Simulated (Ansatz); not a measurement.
This geometry of a periodic cell of 17 atoms, Mg$_{8}$HO$_{8}$ (host MgO, host structure Fm-3m, interstitial H), cell charge +1 is a first-order saddle point.

Theory: DFT LDA, scalar-relativistic, plane waves, PAW (Ansatz). Settings: PAW set soft_1, cutoff 420 eV, k mesh 2x2x2, fermi-dirac smearing 0.02 eV, no spin polarisation.

```xyz
17
Lattice="0.0000 4.2993 4.2993 4.2993 0.0000 4.2993 4.2993 4.2993 0.0000" Properties=species:S:1:pos:R:3
Mg 0.231 -0.043 0.001
O 2.154 2.178 2.148
Mg 2.222 2.134 0.001
O 4.327 4.303 2.154
Mg 2.178 0.027 2.122
O 4.193 2.045 4.301
Mg 4.306 2.156 2.177
O 6.429 4.277 4.301
Mg 0.007 2.156 2.124
O 2.216 4.366 4.301
Mg 2.178 4.326 2.180
O 4.343 6.493 4.301
Mg 2.106 2.382 4.301
O 4.327 4.303 6.447
Mg 4.284 4.369 4.301
O 6.454 6.477 6.453
H 2.829 0.682 4.301
```

Question: Which two structures does it join? (They come from a converged band through this point; their orientation in space is the band's.)

Answer: Contacts lost: Mg5–H17. Contacts made: Mg11–H17. The atom that moves furthest is H17, by 1.16 Å.

Image 0:

```xyz
17
Lattice="0.0000 4.2993 4.2993 4.2993 0.0000 4.2993 4.2993 4.2993 0.0000" Properties=species:S:1:pos:R:3
Mg 0.181 -0.010 0.010
O 2.174 2.150 2.150
Mg 2.199 2.145 -0.048
O 4.339 4.319 2.111
Mg 2.140 -0.010 1.970
O 4.300 2.150 4.276
Mg 4.307 2.157 2.143
O 6.455 4.305 4.294
Mg 0.033 2.182 2.118
O 2.203 4.352 4.247
Mg 2.199 4.348 2.155
O 4.339 6.488 4.280
Mg 2.140 2.330 4.310
O 4.300 4.323 6.450
Mg 4.295 4.348 4.251
O 6.469 6.488 6.411
H 2.727 0.577 3.723
```

Image 4:

```xyz
17
Lattice="0.0000 4.2993 4.2993 4.2993 0.0000 4.2993 4.2993 4.2993 0.0000" Properties=species:S:1:pos:R:3
Mg 0.179 -0.011 -0.008
O 2.168 2.187 2.190
Mg 2.197 2.143 0.051
O 4.298 4.322 2.151
Mg 2.197 0.047 2.147
O 4.298 2.148 4.325
Mg 4.330 2.180 2.184
O 6.454 4.304 4.307
Mg 0.005 2.155 2.158
O 2.201 4.350 4.354
Mg 2.139 4.288 2.332
O 4.337 6.486 4.321
Mg 2.139 2.328 4.292
O 4.337 4.317 6.489
Mg 4.293 4.347 4.350
O 6.472 6.447 6.451
H 2.725 0.576 4.879
```

Question: How far does it lie above each of them?

Answer: 0.052 eV above the first and 0.052 eV above the second. This is the barrier of this one path; another mechanism may lie lower. Limits of this set-up: coarse k mesh, PAW files made for another functional, charged cell in a uniform background, uncorrected.

Time of the run: 3.1 min on 1 thread of Intel(R) Xeon(R) Platinum 8488C (Sapphire Rapids) (shared host), peak memory 0.65 GiB.
